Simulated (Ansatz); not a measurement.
**BrFH4OSi2: a ladder of functionals and wavefunction methods**

One table from this session's results is given with a row withheld; the runs are named, their logs left out.

Program: Ansatz 0.2.0, Gaussian basis. Level of theory: functionals in def2-TZVPP, the program's frozen cores in correlated methods. These are calculated values, not measurements.

Plan: LDA (SPW92), PBE-D4, revPBE-D4, BLYP-D4, r2SCAN-D4, B97M-V, PBE0-D4, B3LYP-D4, r2SCANh-D4, r2SCAN0-D4, HSE06-D4, BHLYP-D4, CAM-B3LYP-D4, LC-ωPBE, ωB97X-V, ωB97M-V, B2PLYP, PBE-QIDH; CCSD(T)/def2-SVP; CCSD(T)/def2-TZVPP; MP2/def2-QZVPP; extrapolation to the limit; RPA on PBE.

## Structure used throughout

All runs share one geometry, relaxed beforehand with PBE0-D4 in a triple-zeta def2 set.

SMILES `O[SiH](F)[SiH2]Br`, 9 atoms, charge 0, spin multiplicity 1.

Atoms are counted from 1 here; the program's logs count them from 0.

Bond lengths: O1–Si2 1.630 Å, O1–H6 0.961 Å, Si2–F3 1.599 Å, Si2–Si4 2.351 Å, Si2–H7 1.478 Å, Si4–Br5 2.243 Å, Si4–H8 1.483 Å, Si4–H9 1.484 Å. Angles: Si2–O1–H6 117.2°, O1–Si2–F3 111.4°, O1–Si2–Si4 108.5°, O1–Si2–H7 106.8°, F3–Si2–Si4 106.8°, F3–Si2–H7 107.3°, Si4–Si2–H7 116.2°, Si2–Si4–Br5 103.7°, Si2–Si4–H8 115.0°, Si2–Si4–H9 113.1°, Br5–Si4–H8 107.7°, Br5–Si4–H9 107.2°, H8–Si4–H9 109.5°.

Set-up of the first run:

The input, in.yaml:

```yaml
crystal:
  periodic: [false, false, false]
  atoms:
    - {symbol: O, position_ang: [0.919960, 1.686510, -0.491137]}
    - {symbol: Si, position_ang: [1.035997, 0.061465, -0.444428]}
    - {symbol: F, position_ang: [1.004732, -0.566977, -1.914479]}
    - {symbol: Si, position_ang: [-0.837422, -0.785763, 0.695289]}
    - {symbol: Br, position_ang: [-2.480832, 0.637770, 0.145192]}
    - {symbol: H, position_ang: [0.041466, 2.060956, -0.601899]}
    - {symbol: H, position_ang: [2.355976, -0.255028, 0.141564]}
    - {symbol: H, position_ang: [-1.260100, -2.145513, 0.281128]}
    - {symbol: H, position_ang: [-0.691275, -0.739722, 2.171771]}
basis:
  gaussian: {orbitals: def2-TZVPP}
hamiltonian: {xc: lda}
output: {orbitals: {seedname: orbitals}}
```

Steps of the session up to this table: LDA; PBE-D4 (GGA); revPBE-D4 (GGA); BLYP-D4 (GGA); r2SCAN-D4 (meta-GGA); B97M-V (meta-GGA); PBE0-D4 (hybrid); B3LYP-D4 (hybrid); r2SCANh-D4 (hybrid); r2SCAN0-D4 (hybrid); HSE06-D4 (hybrid); BHLYP-D4 (hybrid); CAM-B3LYP-D4 (range-separated); LC-ωPBE (range-separated); ωB97X-V (range-separated); ωB97M-V (range-separated); B2PLYP (double hybrid); PBE-QIDH (double hybrid).

One of the session's tables, all rows but one given; the rest of the session is left out.

It belongs to the step «Orbital energies across the functionals». 

```
  functional  HOMO (eV)  gap (eV)
 LDA (SPW92)      -7.02      4.73
      PBE-D4      -6.90      4.88
   revPBE-D4      -6.86      4.94
     BLYP-D4      -6.78      4.92
   r2SCAN-D4      -7.20      5.44
      B97M-V          ?         ?
     PBE0-D4      -8.12      6.92
    B3LYP-D4      -7.92      6.55
  r2SCANh-D4      -7.65      6.17
  r2SCAN0-D4      -8.31      7.26
    HSE06-D4      -7.73      6.16
    BHLYP-D4      -9.25      8.97
CAM-B3LYP-D4      -9.43      9.27
     LC-ωPBE     -10.71     11.68
     ωB97X-V     -10.39     11.25
     ωB97M-V     -10.18     10.78
```

Estimate the missing values for B97M-V.

As computed: HOMO (eV): -7.29; gap (eV): 5.43. In the column «HOMO (eV)» it lies between r2SCANh-D4 (-7.65) and r2SCAN-D4 (-7.20).
